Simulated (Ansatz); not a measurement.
Consider a rigid torsion scan of CH5BFNO, SMILES NB(O)CF (the Python package of Ansatz (0.2.0)).

`run_torsion.py`
```python
"""Energy of CH5BFNO as one group turns about a bond."""

from dataclasses import dataclass
import warnings

import ansatz as az
from ase import Atoms


@dataclass(frozen=True)
class RunConfig:
    basis_set: str = "def2-SVP"
    xc: str = "R2SCAN0"
    force_tol: float = 0.02


settings = RunConfig()


def main() -> None:
    warnings.simplefilter("ignore", az.DeckWarning)

    atoms = Atoms(["N", "B", "O", "C", "F", "H", "H", "H", "H", "H"], positions=[
        (-0.8686, -0.8302, -1.068),
        (0.132, -0.4905, -0.0209),
        (0.8173, -1.5898, 0.6019),
        (0.5499, 1.0223, 0.3939),
        (-0.3004, 1.8947, -0.3363),
        (-1.8146, -0.343, -0.7584),
        (-0.6041, -0.286, -1.9491),
        (0.3393, -1.8062, 1.4),
        (1.551, 1.2323, 0.235),
        (0.2815, 1.1452, 1.5049),
    ])

    # start the scan from a relaxed geometry
    first = (
        az.Crystal.molecule_from_ase(atoms).calculation()
        .basis(gaussian=settings.basis_set)
        .functional(settings.xc)
        .relax(force_tolerance=settings.force_tol, max_steps=80)
    )
    atoms.positions = first.run(threads=1, pin="off").report["positions_ang"]

    start = atoms.get_dihedral(0, 1, 2, 7)
    energies = {}
    for turn in range(0, 360, 40):
        turned = atoms.copy()
        turned.set_dihedral(0, 1, 2, 7, start + turn, indices=[2, 7])
        model = (
            az.Crystal.molecule_from_ase(turned).calculation()
            .basis(gaussian=settings.basis_set)
            .functional(settings.xc)
        )
        energies[round((start + turn) % 360)] = model.run(threads=1, pin="off").report["free_energy_ev"]
    floor = min(energies.values())
    print("dihedral N0-B1-O2-H7 (deg)   E - E(min) (eV)")
    for angle, e in sorted(energies.items()):
        print(f"{angle:8d} {(e - floor):14.3f}  " + "#" * int(30 * (e - floor) / max(max(energies.values()) - floor, 1e-9)))


if __name__ == "__main__":
    main()
```

Where along the turn do the lowest and the highest point lie, and how far apart are they?

The lowest point is at 0° and the highest at 80°, 0.318 eV (30.7 kJ/mol) above it, with the rest of the molecule held.

The run itself:

`python run_torsion.py` gives:
```text
dihedral N0-B1-O2-H7 (deg)   E - E(min) (eV)
       0          0.000
      40          0.131  ############
      80          0.318  ##############################
     120          0.260  ########################
     160          0.083  #######
     200          0.084  #######
     240          0.261  ########################
     280          0.318  #############################
     320          0.130  ############
```

The scan is rigid and the energies are electronic, in a modest basis. With rigid groups the curve can differ much from the relaxed path, the start wasn't checked as a minimum of this torsion, and equivalent turns needn't return to the same energy. The whole script took 2.7 min on 1 thread of Arm Neoverse V1 (shared host), peak memory 0.28 GiB.

(Lines on the test bed's own set-up are left out of the output.)
